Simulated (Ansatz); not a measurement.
# ScWSe2O2: the cost of one run

Program: Ansatz 0.2.0. Level of theory: DFT PBE, scalar-relativistic, plane waves, PAW, unless a step names another level. These are calculated values, not measurements.

5 further runs of the same task are left out: 3 that didn't finish, 2 set aside as unsound or not needed.

## Step 1: The structure to begin with

Symmetry: Fmm2, No. 42, orthorhombic system. The conventional cell has a = 7.337 Å, b = 7.622 Å, c = 8.563 Å, α = 90.00°, β = 90.00°, γ = 90.00°. Sc (site symmetry mm2) has 2 O at 2.05 Å and 2 Se at 2.72 Å as nearest neighbours. Around W (site symmetry mm2) lie 2 O at 1.81 Å and 2 Se at 2.38 Å. Se (site symmetry m) is surrounded by 1 W at 2.38 Å and 1 Sc at 2.72 Å. O (site symmetry m) is surrounded by 1 W at 1.81 Å and 1 Sc at 2.05 Å.

Coordinates:

```cif
data_structure
_symmetry_space_group_name_H-M 'Fmm2'
_symmetry_Int_Tables_number 42
_cell_length_a 7.3366
_cell_length_b 7.6222
_cell_length_c 8.5626
_cell_angle_alpha 90.000
_cell_angle_beta 90.000
_cell_angle_gamma 90.000
_cell_volume 478.83
loop_
_atom_site_label
_atom_site_type_symbol
_atom_site_symmetry_multiplicity
_atom_site_Wyckoff_symbol
_atom_site_fract_x
_atom_site_fract_y
_atom_site_fract_z
_atom_site_occupancy
Sc1 Sc 4 a 0.00000 0.00000 0.93808 1
W1 W 4 a 0.00000 0.00000 0.55214 1
Se1 Se 8 c 0.00000 0.74629 0.71472 1
O1 O 8 d 0.72208 0.00000 0.95937 1
```

It came out lowest among 33 distinct ends of the trial cells. At a tolerance of 0.05 Å it has space group Fmm2 (No. 42).

## Step 2: Tight relaxation for the response runs, on the response runs' mesh and smearing

Contents of input.yaml:

```yaml
crystal:
  lattice:
    - [0.0, 3.8110795296, 4.2812987328]
    - [3.668318007, 0.0, 4.2812987328]
    - [3.668318007, 3.8110795296, 0.0]
  atoms:
    - { symbol: Sc, position: [0.0619167141, 0.0619167141, 0.9380832859] }
    - { symbol: W, position: [0.4478569282, 0.4478569282, 0.5521430718] }
    - { symbol: Se, position: [0.0315720052, 0.5389837282, 0.4610162718] }
    - { symbol: Se, position: [0.5389837282, 0.0315720052, 0.9684279948] }
    - { symbol: O, position: [0.7627102506, 0.3185540137, 0.2372897494] }
    - { symbol: O, position: [0.3185540137, 0.7627102506, 0.6814459863] }
basis:
  ecutwfc: 420
kpoints:
  mp_grid: { grid: [8, 8, 8] }
hamiltonian:
  xc: pbe
scf:
  occupations: { method: gaussian, width: 0.1 }
output:
  forces: true
  stress: true
  eigenvalues: true
  write_density: true
  write_potential: true
  elf: true
  volumetric_format: npy
relax:
  adjacent_minimum: "off"
  f_tol: 0.001
  max_steps: 60
  cell: { stress_tol: 0.01 }
```

Command:

```console
$ ansatz run input.yaml --threads 3 --pin off --max-ram 7680MiB --backend cpu --events-out ev --progress --plain --runs-dir out
```

What time and memory should one allow on 3 threads of AMD EPYC 9R14 (Zen 4), shared host?

About 2.5 min, with a peak of 0.75 GiB.
